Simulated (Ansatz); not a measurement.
# Cd2S (P3m1) in Ansatz: a series of runs

The runs below take Cd2S through single point, with PBEsol.

Everything below comes from runs of Ansatz 0.2.0. Logs are shortened: lines on timing, memory, paths and dates and some standing lists are left out, and cuts for length are marked.

### 1 The structure

It takes space group P3m1 (No. 156, trigonal). The conventional cell has a = 3.963 Å, b = 3.963 Å, c = 5.809 Å, α = 90.00°, β = 90.00°, γ = 120.00°. Cd (site symmetry 3m) has 1 S at 2.52 Å as nearest neighbours. Cd (site symmetry 3m) is surrounded by 3 S at 2.60 Å. S (site symmetry 3m) is surrounded by 4 Cd at 2.52 to 2.60 Å.

The cell comes from a database or a generator and needn't be the stable form of this composition.

### 2 Single point, PBEsol, 24.75 Å³/atom (volume scaled by 0.94)

input.yaml reads:

```yaml
crystal:
  lattice:
    - [3.8817765334, 0.0, 0.0]
    - [-1.9408882667, 3.3617170898, 0.0]
    - [0.0, 0.0, 5.6906037861]
  atoms:
    - { symbol: Cd, position: [0.3333333333, 0.6666666667, 0.932717] }
    - { symbol: Cd, position: [0.6666666667, 0.3333333333, 0.578735] }
    - { symbol: S, position: [0.3333333333, 0.6666666667, 0.365705] }
kpoints:
  mp_grid: { grid: [8, 8, 5] }
scf:
  occupations: { method: fermi_dirac, width: 0.05 }
hamiltonian:
  xc: pbesol
  pseudopotentials: { kind: all_electron, lapw: { basis_error: 0.001 } }
output:
  forces: true
  stress: true
  eigenvalues: true
```

Potentials or basis: all-electron LAPW, scalar-relativistic.

Launch:

```console
$ ansatz run input.yaml --threads 2 --pin off --max-ram 8192MiB --backend cpu --events-out ev --progress --plain --runs-dir out
```

Output:

```text
Warning: RAYON_NUM_THREADS=2 ignored (pool sized by the plan → 2); use --threads N
LAPW: plane waves up to 8.279 Å⁻¹, error target 1.0e-3 eV per atom; small_component_spin mean_spin; S in spheres of 1.069 Å, 14 of its electrons in bands, Dirac shells []; Cd in spheres of 1.395 Å, 20 of its electrons in bands, Dirac shells [] (how accurate: hamiltonian.pseudopotentials.lapw.basis_error, Limitations)
Engine: ansatz 0.2.0, aarch64-unknown-linux-gnu
Pseudopotentials: kind: all_electron
Pseudopotential: Cd, LAPW, valence charge 20, lapw/all_electron/scalar/gaussian/Cd, Koelling and Harmon's equation, gaussian nucleus
Pseudopotential: S, LAPW, valence charge 14, lapw/all_electron/scalar/gaussian/S, Koelling and Harmon's equation, gaussian nucleus
Functional definition: PBEsol
  exchange = pbesol_x
  correlation = pbesol_c
Crystal: 3 atoms, lattice volume = 74.259 Å³
Basis set: ecut = 261.1261562238963 eV, 723 PW (Γ), exchange–correlation at level 2
Bands: 33, of which v1, the nominal top of the filled ones, is band 27 counted from 1 (26 counted from 0)
Symmetry: 6 space group operations
Space group: P3m1 (ITA 156), of the structure as read, at distance tolerance 4.2e-5 Å
k-points: 40 of 320 (time reversal used)
Non-local potential: Cd, projectors of the file, none
Non-local potential: S, projectors of the file, none
Initial density: superposition of atomic densities (chi_scale 0.1, normalization cell, long waves kept (reshape's long-wave potential 0.17 eV rms))
Initial wavefunctions: plane waves of lowest kinetic energy (no species holds an atomic orbital)
Functional: x = pbesol(κ = 0.804, μ = 0.12345679012345678), c = pbesol(β = 0.046)
iter 1 solved again at ethr=3.76e-3 eV; its pass at ethr=1.00e-1 eV (dr2=2.03e0 eV) is discarded
SCF iter   1: F=—  HF=-315176.952210 eV  |F-HF|=—  |Δ(HF+E_count)|=         —  Δρ=3.31e-2  dr2=2.03e0  ethr=3.76e-3  ⟨swp⟩=2.0  Hψ=8701  notcnv=0
preconditioner: auto → Resta (q_TF=auto, 2.587 Å⁻¹)  ε∞=5.0  [insulator: Δε(μ)=0.221 eV  Ē_g=11.737 eV  σ=0.050 eV  W_gap=0.79  n_scr=22 (ndim 8)  ℏωp=23.6 eV  f_vac=0.108  D(μ)=0.19/eV (n_scr^D=0)  ε∞_Penn≈5.0]
SCF iter   2: F=—  HF=-315176.289229 eV  |F-HF|=—  |Δ(HF+E_count)|=   6.63e-1  Δρ=1.27e-2  dr2=2.79e-1  ethr=3.76e-3  ⟨swp⟩=3.0  Hψ=3994  notcnv=0
SCF iter   3: F=—  HF=-315176.226972 eV  |F-HF|=—  |Δ(HF+E_count)|=   6.23e-2  Δρ=7.09e-3  dr2=7.82e-2  ethr=5.16e-4  ⟨swp⟩=2.1  Hψ=3847  notcnv=0
iter 4 solved again at ethr=1.07e-5 eV; its pass at ethr=1.45e-4 eV (dr2=5.77e-3 eV) is discarded
SCF iter   4: F=—  HF=-315176.209611 eV  |F-HF|=—  |Δ(HF+E_count)|=         —  Δρ=2.20e-3  dr2=5.75e-3  ethr=1.07e-5  ⟨swp⟩=2.0  Hψ=6539  notcnv=0
the basis was enlarged: its passes take 67.8 KiB over the memory plan, 2 of 2 planned eigensolver slots
SCF iter   5: F=—  HF=-315176.207404 eV  |F-HF|=—  |Δ(HF+E_count)|=   2.21e-3  Δρ=7.58e-4  dr2=5.67e-4  ethr=1.07e-5  ⟨swp⟩=2.4  Hψ=3630  notcnv=0
SCF iter   6: F=—  HF=-315176.207650 eV  |F-HF|=—  |Δ(HF+E_count)|=   2.46e-4  Δρ=2.12e-4  dr2=6.78e-5  ethr=1.05e-6  ⟨swp⟩=2.2  Hψ=3621  notcnv=0
SCF iter   7: F=—  HF=-315176.207643 eV  |F-HF|=—  |Δ(HF+E_count)|=   7.89e-6  Δρ=1.15e-4  dr2=1.76e-5  ethr=1.25e-7  ⟨swp⟩=2.5  Hψ=3634  notcnv=0
SCF iter   8: F=—  HF=-315176.207636 eV  |F-HF|=—  |Δ(HF+E_count)|=   6.23e-6  Δρ=3.74e-5  dr2=1.66e-6  ethr=3.26e-8  ⟨swp⟩=3.0  Hψ=3684  notcnv=0
SCF iter   9: F=—  HF=-315176.207638 eV  |F-HF|=—  |Δ(HF+E_count)|=   1.42e-6  Δρ=1.16e-5  dr2=1.50e-7  ethr=3.07e-9  ⟨swp⟩=3.0  Hψ=3792  notcnv=0
SCF iter  10: F=-315176.207638 eV  HF=-315176.207638 eV  |F-HF|=1.50e-8  |Δ(HF+E_count)|=   1.58e-7  Δρ=3.52e-6  dr2=2.42e-8  ethr=2.79e-10  ⟨swp⟩=3.0  Hψ=3811  notcnv=0
SCF 1 converged in 10 iterations: F = -315176.207638 eV  dr2 = 2.42e-8
SCF converged after 10 iterations
Free energy (F): -315176.207638 eV
Harris-Foulkes:  -315176.207638 eV  (|F-HF|=1.50e-8)
Internal energy: -315176.205682 eV  (E = F + TS)
E sigma→0 (E₀):  -315176.206660 eV
Entropy (-TS):   -0.001956 eV (-0.652 meV/atom)
Fermi energy:    9.795932 eV
--- Per-component energies (eV) ---
  E_band       = -2157.884985
  E_kinetic    = 329670.394017
  E_xc         = -8956.121318
  E_electrostatic = -635890.478381  (all electrons and nuclei)
  E_smearing   = -0.001956  (= −TS)
  E_closure    = 0.000000  (closes the sum)
  E_atoms      = -315168.904707  (free atoms, spherical and without spin; not in F)
  Σ components = -315176.207638   (vs F -315176.207638, Δ=0.00e0)
  Basis errors (estimates in eV, not in F): energy 4.4e-4 per atom: plane waves 4.0e-4 (2.3e-4 summed), levels above the bands 2.5e-74, relativity 9.0e-9, radial functions 4.4e-5, core shells 4.4e-7; eigenvalues (radial functions only) 1.3e-6; not estimated: angular momenta, meshes, grids; target (lapw.basis_error) 1.0e-3; muffin-tin radii S 1.069 Å, Cd 1.395 Å
--- Forces (eV/Å), atoms counted from 1 ---
  atom   1  Cd     0.00000000    -0.00000000    -0.10789045
  atom   2  Cd    -0.00000000     0.00000000     0.09949347
  atom   3  S      0.00000000    -0.00000000     0.00833657
  max |Σ_I F_I| component: 6.04e-5 eV/Å
--- Stress (GPa, compression-positive) ---
       -0.520596      -0.000000       0.000000
       -0.000000      -0.520596       0.000000
        0.000000       0.000000       0.069833
  P = ⅓ Tr σ = -0.3238 GPa (-3.238 kbar)
--- Band table (eV; the first three rows and the last of 40) ---
  k-point 0: bands = ["-194.9641", "-140.0610", "-139.9984", "-139.9984", "-92.4600", "-92.2365", "-53.5582", "-53.5582", "-53.5325", "-53.3309", "-53.3265", "-53.3265", "-3.2754", "1.2457", "1.2457", "1.3176", "1.3176", "1.4202", "1.5800", "1.6693", "1.6693", "2.0546", "2.0546", "5.0343", "5.8081", "8.9835", "8.9835", "12.9735", "14.8584", "16.5586", "16.5586", "18.2847", "18.2847"]
  k-point 1: bands = ["-194.9641", "-140.0610", "-139.9984", "-139.9984", "-92.4600", "-92.2365", "-53.5582", "-53.5582", "-53.5325", "-53.3309", "-53.3265", "-53.3265", "-3.2293", "1.1933", "1.2325", "1.2325", "1.3090", "1.3090", "1.6941", "1.6941", "1.7465", "2.0513", "2.0513", "4.1421", "7.1671", "9.0133", "9.0133", "12.5543", "14.7282", "16.4411", "16.4411", "17.9722", "17.9722"]
  k-point 2: bands = ["-194.9641", "-140.0610", "-139.9984", "-139.9984", "-92.4600", "-92.2365", "-53.5582", "-53.5582", "-53.5324", "-53.3309", "-53.3265", "-53.3265", "-3.1502", "0.9458", "1.2161", "1.2161", "1.2919", "1.2919", "1.7351", "1.7351", "1.8968", "2.0436", "2.0436", "3.5252", "8.9926", "9.0629", "9.0629", "11.4059", "14.4459", "16.2089", "16.2089", "17.7580", "17.7580"]
  k-point 39: bands = ["-194.9641", "-140.0610", "-139.9984", "-139.9984", "-92.4600", "-92.2365", "-53.5592", "-53.5589", "-53.5323", "-53.3308", "-53.3273", "-53.3271", "-2.7068", "1.0553", "1.2099", "1.3593", "1.4665", "1.5804", "1.6770", "1.7005", "1.8755", "1.9192", "2.3445", "5.5387", "6.1803", "7.0872", "9.2138", "11.0048", "11.7614", "14.9678", "15.6856", "16.4143", "18.2574"]
```

Wall time 18 s (2 threads of Arm Neoverse V2, shared host); peak memory 0.38 GiB.

Results:

```
Free energy            : -315176.2076 eV
Pressure               : -0.3 GPa
Largest force          : 0.108 eV/Å
Band gap on the k mesh : 0.20 eV, indirect (least direct gap 0.59 eV)
```

Caveat: an odd mesh through Γ misses points on the zone boundary, where band edges often lie.

### 3 Single point, PBEsol, 25.28 Å³/atom (volume scaled by 0.96)

Changes to input.yaml since step 2:

```diff
@@ -2,5 +2,5 @@
   lattice:
-    - [3.8817765334, 0.0, 0.0]
-    - [-1.9408882667, 3.3617170898, 0.0]
-    - [0.0, 0.0, 5.6906037861]
+    - [3.9091138886, 0.0, 0.0]
+    - [-1.9545569443, 3.3853919338, 0.0]
+    - [0.0, 0.0, 5.730679781]
   atoms:
```

Potentials or basis: all-electron LAPW, scalar-relativistic.

Launch:

```console
$ ansatz run input.yaml --threads 2 --pin off --max-ram 8192MiB --backend cpu --events-out ev --progress --plain --runs-dir out
```

Run time: 18 s. Hardware: 2 threads of Arm Neoverse V2, shared host; peak memory 0.38 GiB.

It converged, with:

```
Free energy            : -315176.1994 eV
Pressure               : -1.3 GPa
Largest force          : 0.059 eV/Å
Band gap on the k mesh : 0.20 eV, indirect (least direct gap 0.58 eV)
```

Caveat: an odd mesh through Γ misses points on the zone boundary, where band edges often lie.

### 4 Single point, PBEsol, 25.81 Å³/atom (volume scaled by 0.98)

Changes to input.yaml since step 3:

```diff
@@ -2,5 +2,5 @@
   lattice:
-    - [3.9091138886, 0.0, 0.0]
-    - [-1.9545569443, 3.3853919338, 0.0]
-    - [0.0, 0.0, 5.730679781]
+    - [3.9360741467, 0.0, 0.0]
+    - [-1.9680370733, 3.4087402022, 0.0]
+    - [0.0, 0.0, 5.7702029595]
   atoms:
```

Launch:

```console
$ ansatz run input.yaml --threads 2 --pin off --max-ram 8192MiB --backend cpu --events-out ev --progress --plain --runs-dir out
```

Wall time 18 s (2 threads of Arm Neoverse V2, shared host); peak memory 0.38 GiB.

The run converged. Its results:

| Quantity | Value |
| --- | --- |
| Free energy | -315176.1818 eV |
| Pressure | -2.2 GPa |
| Largest force | 0.082 eV/Å |
| Band gap on the k mesh | 0.21 eV, indirect (least direct gap 0.57 eV) |

Caveat: an odd mesh through Γ misses points on the zone boundary, where band edges often lie.

### 5 Single point, PBEsol, 26.33 Å³/atom

Changes to input.yaml since step 4:

```diff
@@ -2,5 +2,5 @@
   lattice:
-    - [3.9360741467, 0.0, 0.0]
-    - [-1.9680370733, 3.4087402022, 0.0]
-    - [0.0, 0.0, 5.7702029595]
+    - [3.962670049, 0.0, 0.0]
+    - [-1.9813350245, 3.4317729293, 0.0]
+    - [0.0, 0.0, 5.809192]
   atoms:
```

Launch:

```console
$ ansatz run input.yaml --threads 2 --pin off --max-ram 8192MiB --backend cpu --events-out ev --progress --plain --runs-dir out
```

Wall time 18 s (2 threads of Arm Neoverse V2, shared host); peak memory 0.38 GiB.

The run converged. Its results:

| Property | Result |
| --- | --- |
| Free energy | -315176.1560 eV |
| Pressure | -3.0 GPa |
| Largest force | 0.143 eV/Å |
| Band gap on the k mesh | 0.22 eV, indirect (least direct gap 0.56 eV) |

Caveat: an odd mesh through Γ misses points on the zone boundary, where band edges often lie.

### 6 Single point, PBEsol, 26.86 Å³/atom (volume scaled by 1.02)

Changes to input.yaml since step 5:

```diff
@@ -2,5 +2,5 @@
   lattice:
-    - [3.962670049, 0.0, 0.0]
-    - [-1.9813350245, 3.4317729293, 0.0]
-    - [0.0, 0.0, 5.809192]
+    - [3.9889136618, 0.0, 0.0]
+    - [-1.9944568309, 3.4545005647, 0.0]
+    - [0.0, 0.0, 5.8476645914]
   atoms:
```

Potentials or basis: all-electron LAPW, scalar-relativistic.

Launch:

```console
$ ansatz run input.yaml --threads 2 --pin off --max-ram 8192MiB --backend cpu --events-out ev --progress --plain --runs-dir out
```

Wall time 18 s (2 threads of Arm Neoverse V2, shared host); peak memory 0.37 GiB.

Results (log left out):

```
Free energy            : -315176.1229 eV
Pressure               : -3.7 GPa
Largest force          : 0.213 eV/Å
Band gap on the k mesh : 0.24 eV, indirect (least direct gap 0.56 eV)
```

Caveat: an odd mesh through Γ misses points on the zone boundary, where band edges often lie.

### 7 Single point, PBEsol, 27.39 Å³/atom (volume scaled by 1.04)

Changes to input.yaml since step 6:

```diff
@@ -2,5 +2,5 @@
   lattice:
-    - [3.9889136618, 0.0, 0.0]
-    - [-1.9944568309, 3.4545005647, 0.0]
-    - [0.0, 0.0, 5.8476645914]
+    - [4.0148164244, 0.0, 0.0]
+    - [-2.0074082122, 3.4769330151, 0.0]
+    - [0.0, 0.0, 5.8856375034]
   atoms:
```

Launch:

```console
$ ansatz run input.yaml --threads 2 --pin off --max-ram 8192MiB --backend cpu --events-out ev --progress --plain --runs-dir out
```

It took 17 s on 2 threads of Arm Neoverse V2, shared host; peak memory 0.37 GiB.

It converged, with:

```yaml
Free_energy: -315176.0835 eV
Pressure: -4.3 GPa
Largest_force: 0.278 eV/Å
Band_gap_on_the_k_mesh: 0.26 eV, indirect (least direct gap 0.56 eV)
```

Caveat: an odd mesh through Γ misses points on the zone boundary, where band edges often lie.

### 8 Single point, PBEsol, 27.91 Å³/atom (volume scaled by 1.06)

Changes to input.yaml since step 7:

```diff
@@ -2,5 +2,5 @@
   lattice:
-    - [4.0148164244, 0.0, 0.0]
-    - [-2.0074082122, 3.4769330151, 0.0]
-    - [0.0, 0.0, 5.8856375034]
+    - [4.040389193, 0.0, 0.0]
+    - [-2.0201945965, 3.4990796824, 0.0]
+    - [0.0, 0.0, 5.9231266511]
   atoms:
```

Launch:

```console
$ ansatz run input.yaml --threads 2 --pin off --max-ram 8192MiB --backend cpu --events-out ev --progress --plain --runs-dir out
```

Run time: 17 s. Hardware: 2 threads of Arm Neoverse V2, shared host; peak memory 0.37 GiB.

It converged, with:

| Quantity | Value |
| --- | --- |
| Free energy | -315176.0385 eV |
| Pressure | -4.8 GPa |
| Largest force | 0.339 eV/Å |
| Band gap on the k mesh | 0.28 eV, indirect (least direct gap 0.57 eV) |

Caveat: an odd mesh through Γ misses points on the zone boundary, where band edges often lie.
